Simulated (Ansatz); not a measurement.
# Cl− with Cl₂: structure and interaction energy

An exercise on one series of results from a longer session: the logs are not shown, and one member is left open.

Method: PBE0-D4 structure, single points in def2-TZVPPD; program: Ansatz 0.2.0, Gaussian basis.

Levels: PBE-D4, revPBE-D4, BLYP-D4, r2SCAN-D4, B97M-V, PBE0-D4, B3LYP-D4, HSE06-D4, wB97X-V, wB97M-V, B2PLYP, Hartree-Fock, MP2, CCSD, CCSD(T). The reference is CCSD(T) extrapolated to the basis limit.

Cores are frozen in the correlated methods. B3LYP uses VWN-RPA correlation. B2PLYP carries no dispersion term here.

163 further runs of the same task are left out: 163 set aside as unsound or not needed.

## Starting geometry

The pair, from a GFN2-xTB docking trial: 3 atoms, charge -1, spin multiplicity 1.

Atoms are counted from 1 here; the program's logs count them from 0.

Bond lengths: Cl2–Cl3 2.035 Å.

As a file:

```tsv
atom	x (Å)	y (Å)	z (Å)
Cl1	0.3597	-0.0353	-2.3084
Cl2	-0.0169	0.0017	0.1501
Cl3	-0.3428	0.0337	2.1583
```

Atoms 1 to 1 are fragment A (Cl−), the rest fragment B (Cl₂).

Set-up of the first run:

pre/in.yaml

```yaml
crystal:
  periodic: [false, false, false]
  atoms:
    - {symbol: Cl, position_ang: [0.359700, -0.035300, -2.308400]}
    - {symbol: Cl, position_ang: [-0.016900, 0.001700, 0.150100]}
    - {symbol: Cl, position_ang: [-0.342800, 0.033700, 2.158300]}
basis:
  gaussian: {orbitals: def2-SVPD}
total_charge: -1
hamiltonian: {xc: pbe, dispersion: d4}
relax: {f_tol: 0.03, max_steps: 250}
```

Command:

```
$ ansatz run in.yaml --threads 2 --pin off --events-out ev --progress --plain --max-ram 5222MiB
```

Steps of the session up to this table: A first relaxation in a small basis; Relaxation at PBE0-D4; wB97X-V/def2-TZVPPD; wB97M-V/def2-TZVPPD; B2PLYP/def2-TZVPPD; B97M-V/def2-TZVPPD; CCSD(T)/def2-TZVPPD; MP2/def2-QZVPPD; Hartree-Fock/STO-3G; SPW92/def2-SVP; wB97M-V/def2-SVP; CCSD(T)/def2-SVP; Vibrations of the pair.

One of the session's tables, all rows but one given; the rest of the session is left out.

| method | interaction (kJ/mol) |
| --- | --- |
| PBE-D4 | -198.04 |
| revPBE-D4 | -188.04 |
| BLYP-D4 | -177.21 |
| r2SCAN-D4 | -197.89 |
| B97M-V | -183.29 |
| PBE0-D4 | -187.69 |
| B3LYP-D4 | -173.12 |
| HSE06-D4 | -189.51 |
| wB97X-V | ? |
| wB97M-V | -156.46 |
| B2PLYP | -164.43 |
| Hartree-Fock | -107.11 |
| MP2 | -161.41 |
| CCSD | -128.00 |
| CCSD(T) | -137.58 |
| CCSD(T)/CBS | -153.55 |

**Question.** Estimate the row for wB97X-V.

**Answer.** interaction (kJ/mol): -157.66. In the column «interaction (kJ/mol)» it lies between MP2 (-161.41) and wB97M-V (-156.46).
